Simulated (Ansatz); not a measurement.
Runs of Ansatz 0.2.0 on CuSn3. The structure is tetragonal, space group I4/mmm (No. 139). Conventional cell: a = 4.480 Å, b = 4.480 Å, c = 9.741 Å, α = 90.00°, β = 90.00°, γ = 90.00°. Around Sn (site symmetry 4/mmm) lie 4 Cu at 3.17 Å and 8 Sn at 3.31 Å. Sn (site symmetry -4m2) is surrounded by 8 Sn at 3.17 to 3.31 Å and 4 Cu at 3.31 Å. Around Cu (site symmetry 4/mmm) lie 12 Sn at 3.17 to 3.31 Å. The cell comes from a database or a generator and needn't be the stable form of this composition.

| level | gap on the mesh (eV) | pressure (GPa) | relaxed volume (Å³/atom) |
| --- | --- | --- | --- |
| PBEsol+D3(BJ) | none | 0.0 | 21.55 |
| PBEsol+D4 | none | 0.0 | 21.98 |
| PBEsol+D3(BJ)-ATM | none | 0.0 | 21.67 |
| PBEsol | none | 0.0 | (a) |

Alike in all rows: task relaxation of cell and atoms; potentials or basis Ansatz PAW; no spin polarisation; cell relaxed; k mesh 8 × 8 × 8; cutoff (eV) 420; smearing fermi-dirac 0.05 eV.

Q: Fill in the values left out.

A: (a) 22.62.

Caveats: the plane-wave basis is chosen anew once the cell has moved, so the energies of steps on either side of that aren't comparable; the PAW data sets come from PBE, with cores solved anew for the run's functional, which leaves a small shift of forces and pressure; pairwise dispersion overbinds metals, which lowers pressure and volume (some runs).

A k mesh can miss the band edges, and the runs leave out spin-orbit coupling on Sn.

A gap of «none» marks a metal or a gap under the smearing width.
